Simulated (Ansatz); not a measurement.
**GaHCl₂: taking an electron away**

An exercise on one series of results from a longer session: the logs are not shown, and one member is left open.

Computed with Ansatz 0.2.0, Gaussian basis. Level: unrestricted cation, the program's frozen cores in correlated methods.

The runs, in order: UKS PBE-D4/def2-TZVPP; UKS r2SCAN-D4/def2-TZVPP; UKS PBE0-D4/def2-TZVPP; UKS B3LYP-D4/def2-TZVPP; UKS wB97X-V/def2-TZVPP; UKS wB97M-V/def2-TZVPP; UKS B2PLYP/def2-TZVPP; UHF-CCSD(T)/def2-TZVPP; UHF-MP2/def2-QZVPP; extrapolation to the limit; then −ε(HOMO) from the neutral's earlier runs with LDA (SPW92), PBE-D4, revPBE-D4, BLYP-D4, r2SCAN-D4, B97M-V, PBE0-D4, B3LYP-D4, r2SCANh-D4, r2SCAN0-D4, HSE06-D4, BHLYP-D4, CAM-B3LYP-D4, LC-ωPBE, ωB97X-V, ωB97M-V.

## The geometry

The geometry comes from an earlier relaxation with PBE0-D4 in a triple-zeta def2 set; it is a stationary point.

SMILES `[Cl][GaH][Cl]`, 4 atoms, charge 0, spin multiplicity 1.

Atoms are counted from 1 here; the program's logs count them from 0.

Bond lengths: Cl1–Ga2 2.128 Å, Ga2–Cl3 2.128 Å, Ga2–H4 1.545 Å. Angles: Cl1–Ga2–Cl3 115.1°, Cl1–Ga2–H4 122.4°, Cl3–Ga2–H4 122.4°.

Set-up of the first run:

Contents of in.yaml:

```yaml
crystal:
  periodic: [false, false, false]
  atoms:
    - {symbol: Cl, position_ang: [-1.941107, -0.099160, -0.563355]}
    - {symbol: Ga, position_ang: [0.104319, 0.143893, -0.029422]}
    - {symbol: Cl, position_ang: [1.030962, -1.579914, 0.805820]}
    - {symbol: H, position_ang: [0.861325, 1.474880, -0.233345]}
basis:
  gaussian: {orbitals: def2-TZVPP}
total_charge: 1
magnetization: {spin_polarized: true, initial_magnetization: 1}
hamiltonian: {xc: pbe, dispersion: d4}
```

Steps of the session up to this table: Cation, UKS PBE-D4/def2-TZVPP; Cation, UKS r2SCAN-D4/def2-TZVPP; Cation, UKS PBE0-D4/def2-TZVPP; Cation, UKS B3LYP-D4/def2-TZVPP; Cation, UKS wB97X-V/def2-TZVPP; Cation, UKS wB97M-V/def2-TZVPP; Cation, UKS B2PLYP (frozen core)/def2-TZVPP; Cation, UHF-CCSD(T)/def2-TZVPP; Cation, UHF-MP2/def2-QZVPP.

One table of the session follows, with a row left open; its other results are not shown here.

It belongs to the step «Ionisation energies side by side». Orbital estimates, from the neutral's runs:

| functional | −ε(HOMO) (eV) |
| --- | --- |
| LDA (SPW92) | 7.89 |
| PBE-D4 | 7.74 |
| revPBE-D4 | 7.69 |
| BLYP-D4 | 7.57 |
| r2SCAN-D4 | 8.11 |
| B97M-V | 8.20 |
| PBE0-D4 | 9.16 |
| B3LYP-D4 | 8.86 |
| r2SCANh-D4 | 8.63 |
| r2SCAN0-D4 | 9.40 |
| HSE06-D4 | 8.76 |
| BHLYP-D4 | 10.41 |
| CAM-B3LYP-D4 | 10.52 |
| LC-ωPBE | 11.94 |
| ωB97X-V | 11.58 |
| ωB97M-V | ? |

**Question.** Estimate the row for ωB97M-V.

As computed: −ε(HOMO) (eV): 11.39. In the column «−ε(HOMO) (eV)» it lies between CAM-B3LYP-D4 (10.52) and ωB97X-V (11.58).

Caveats from the session: The cation may have settled in a state other than its lowest; no search over hole states beyond the program's own was made.
